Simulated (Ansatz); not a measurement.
# FGeH3OS: one species, many methods

An exercise on one series of results from a longer session: the logs are not shown, and one member is left open.

Computed with Ansatz 0.2.0, Gaussian basis. Level: functionals in def2-TZVPP, the program's frozen cores in correlated methods.

Plan: LDA (SPW92), PBE-D4, revPBE-D4, BLYP-D4, r2SCAN-D4, B97M-V, PBE0-D4, B3LYP-D4, r2SCANh-D4, r2SCAN0-D4, HSE06-D4, BHLYP-D4, CAM-B3LYP-D4, LC-ωPBE, ωB97X-V, ωB97M-V, B2PLYP, PBE-QIDH; CCSD(T)/def2-SVP; CCSD(T)/def2-TZVPP; MP2/def2-QZVPP; extrapolation to the limit; RPA on PBE.

### The relaxed structure

The geometry comes from an earlier relaxation with PBE0-D4 in a triple-zeta def2 set; it is a stationary point, not always the lowest conformer.

SMILES `[OH][GeH]([F])[SH]`, 7 atoms, charge 0, spin multiplicity 1.

Atoms are counted from 1 here; the program's logs count them from 0.

Bond lengths: O1–Ge2 1.757 Å, O1–H5 0.961 Å, Ge2–F3 1.732 Å, Ge2–S4 2.203 Å, Ge2–H6 1.526 Å, S4–H7 1.345 Å. Angles: Ge2–O1–H5 112.8°, O1–Ge2–F3 108.8°, O1–Ge2–S4 112.4°, O1–Ge2–H6 106.6°, F3–Ge2–S4 102.5°, F3–Ge2–H6 108.9°, S4–Ge2–H6 117.4°, Ge2–S4–H7 92.4°.

As a file:

| atom | x (Å) | y (Å) | z (Å) |
| --- | --- | --- | --- |
| O1 | -1.2895 | 0.6643 | 0.5806 |
| Ge2 | 0.2918 | -0.0926 | 0.4654 |
| F3 | 0.2350 | -1.6268 | 1.2673 |
| S4 | 0.8043 | -0.6545 | -1.6025 |
| H5 | -1.9597 | 0.2074 | 0.0646 |
| H6 | 1.2656 | 0.8168 | 1.2089 |
| H7 | 0.7139 | 0.6173 | -2.0301 |

Set-up of the first run:

File in.yaml:

```yaml
crystal:
  periodic: [false, false, false]
  atoms:
    - {symbol: O, position_ang: [-1.289487, 0.664279, 0.580561]}
    - {symbol: Ge, position_ang: [0.291797, -0.092554, 0.465439]}
    - {symbol: F, position_ang: [0.234985, -1.626831, 1.267323]}
    - {symbol: S, position_ang: [0.804296, -0.654462, -1.602451]}
    - {symbol: H, position_ang: [-1.959686, 0.207446, 0.064569]}
    - {symbol: H, position_ang: [1.265555, 0.816801, 1.208946]}
    - {symbol: H, position_ang: [0.713941, 0.617321, -2.030089]}
basis:
  gaussian: {orbitals: def2-TZVPP}
hamiltonian: {xc: lda}
output: {orbitals: {seedname: orbitals}}
```

Run with:

```console
$ ansatz run in.yaml --threads 2 --pin off --events-out ev --progress --plain --max-ram 4352MiB
```

Steps of the session up to this table: LDA; PBE-D4 (GGA); revPBE-D4 (GGA); BLYP-D4 (GGA); r2SCAN-D4 (meta-GGA); B97M-V (meta-GGA); B3LYP-D4 (hybrid); r2SCANh-D4 (hybrid); r2SCAN0-D4 (hybrid); HSE06-D4 (hybrid); BHLYP-D4 (hybrid); CAM-B3LYP-D4 (range-separated); LC-ωPBE (range-separated); ωB97X-V (range-separated); ωB97M-V (range-separated); B2PLYP (double hybrid); PBE-QIDH (double hybrid).

One table of the session follows, with a row left open; its other results are not shown here.

It belongs to the step «Frontier levels by functional». 

| functional | HOMO (eV) | gap (eV) |
| --- | --- | --- |
| LDA (SPW92) | -6.85 | 5.38 |
| PBE-D4 | -6.72 | 5.49 |
| revPBE-D4 | -6.66 | 5.53 |
| BLYP-D4 | -6.56 | 5.36 |
| r2SCAN-D4 | ? | ? |
| B97M-V | -7.11 | 6.18 |
| PBE0-D4 | -8.02 | 7.77 |
| B3LYP-D4 | -7.76 | 7.18 |
| r2SCANh-D4 | -7.51 | 6.93 |
| r2SCAN0-D4 | -8.22 | 8.16 |
| HSE06-D4 | -7.61 | 7.00 |
| BHLYP-D4 | -9.16 | 9.88 |
| CAM-B3LYP-D4 | -9.37 | 10.12 |
| LC-ωPBE | -10.80 | 12.84 |
| ωB97X-V | -10.41 | 12.34 |
| ωB97M-V | -10.23 | 11.92 |

**Question.** Estimate the row for r2SCAN-D4.

Worked estimate for «HOMO (eV)». Against the share of exact exchange, r2SCANh-D4 (0.1, -7.51), r2SCAN0-D4 (0.25, -8.22) give a slope of -4.73 per unit share; at 0 the line stands at -7.04.

The run gave: HOMO (eV): -7.03; gap (eV): 6.10. In «HOMO (eV)» the line misses by -0.01.
